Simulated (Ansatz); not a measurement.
# InGa2As3: the cost of one run

Method: DFT PBE, scalar-relativistic, plane waves, PAW, in Ansatz 0.2.0.

## 1. The starting structure

It takes space group I-4m2 (No. 119, tetragonal). Conventional cell: a = 3.985 Å, b = 3.985 Å, c = 16.906 Å, α = 90.00°, β = 90.00°, γ = 90.00°. In (site symmetry -4m2) has 4 As at 2.44 Å as nearest neighbours. Ga (site symmetry 2mm) has 4 As at 2.44 Å as nearest neighbours. As (site symmetry 2mm) is surrounded by 2 In at 2.44 Å and 2 Ga at 2.44 Å. As (site symmetry -4m2) is surrounded by 4 Ga at 2.44 Å.

Structure file:

```xyz
6
Lattice="-1.9924 1.9924 8.4529 1.9924 -1.9924 8.4529 1.9924 1.9924 -8.4529" Properties=species:S:1:pos:R:3 pbc="T T T"
In    0.0000    1.9924    4.2265
Ga    1.9924    0.0000    7.0441
Ga    1.9924    0.0000    1.4088
As    0.0000    0.0000   14.0882
As    0.0000    0.0000    8.4529
As    0.0000    0.0000    2.8176
```

The start is an ordering of an alloy on its end members' structure types: elements ordered on the sites of the InAs type, Ga/In on In (I-4m2, No. 119).

## 2. A first look at the guess

Contents of input.yaml:

```yaml
crystal:
  lattice:
    - [-1.99237071, 1.99237071, 8.45291304]
    - [1.99237071, -1.99237071, 8.45291304]
    - [1.99237071, 1.99237071, -8.45291304]
  atoms:
    - { symbol: In, position: [0.75, 0.25, 0.5] }
    - { symbol: Ga, position: [0.41666667, 0.91666667, 0.5] }
    - { symbol: Ga, position: [0.08333333, 0.58333333, 0.5] }
    - { symbol: As, position: [0.83333333, 0.83333333, 0.0] }
    - { symbol: As, position: [0.5, 0.5, 0.0] }
    - { symbol: As, position: [0.16666667, 0.16666667, 0.0] }
basis:
  ecutwfc: 420
kpoints:
  mp_grid: { grid: [6, 6, 6] }
hamiltonian:
  xc: pbe
scf:
  occupations: { method: gaussian, width: 0.1 }
  lower_state_search: "off"
output:
  forces: true
  stress: true
  eigenvalues: true
```

On the command line:

```
$ ansatz run input.yaml --threads 1 --pin off --max-ram 2560MiB --backend cpu --events-out ev --progress --plain --runs-dir out
```

**Question.** How long does this run take on 1 thread of Arm Neoverse V1, shared host, and how much memory does it need?

About 22 s, with a peak of 0.44 GiB.
